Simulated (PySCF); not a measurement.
# C4H8O4Si (Si(OAc)2H2): the cost of one run

Programs: PySCF 2.14.0, with density-fitted response routines of our own. Each step states its level of theory. These are calculated values for one molecule in the gas phase, unless marked as measured. Atoms count from 0, in the outputs and in this text.

## (1) The molecule as given

17 atoms, charge 0, multiplicity 1; geometry from: GFN2-xTB. The atoms were then displaced at random by about 0.03 Å, so the start is not that level's minimum.

Bonds of the start (Å): Si0–O1 1.62, Si0–O8 1.58, Si0–H15 1.58, Si0–H16 1.39, O1–C2 1.35, C2–C3 1.56, C2–O4 1.15, C3–H5 1.18, C3–H6 1.04, C3–H7 1.05, O8–C9 1.36, C9–C10 1.48, C9–O11 1.19, C10–H12 1.13, C10–H13 1.06, C10–H14 1.06.

## (2) Geometry optimisation at PBE0-D3(BJ)/def2-SVP

What the job is given:

```
{"job": {"xc": "PBE0", "basis": "def2-SVP", "d3": "d3bj", "grid": 1, "maxiter": 40, "shake": 0.03, "kind": "geom"}, "charge": 0, "multiplicity": 1}
Si    -0.768560    -0.075330    -0.576020
O     -0.656100    -0.037730     1.044360
C     -1.772310    -0.049730     1.810370
C     -1.262150    -0.062820     3.284750
O     -2.834380    -0.056960     1.357860
H     -2.277960    -0.093460     3.887250
H     -0.759190     0.815180     3.541740
H     -0.692140    -0.920870     3.483350
O      0.773830     0.037020    -0.895530
C      1.161880     0.031050    -2.194440
C      2.636590     0.059240    -2.343940
O      0.401020     0.033700    -3.111160
H      2.850020     0.092300    -3.450040
H      3.040300    -0.787290    -1.844920
H      3.036780     0.931110    -1.888790
H     -1.464360     1.279470    -0.989360
H     -1.441810    -1.195470    -1.055230
```

Started as:

```console
> OMP_NUM_THREADS=1 python probes_run.py task.json out
```

This one command runs all jobs of the session in turn.

Q: Estimate the wall time and peak memory of this first job on 1 thread of Arm Neoverse V2, shared host.

About 2.3 min, with a peak of 0.69 GiB.
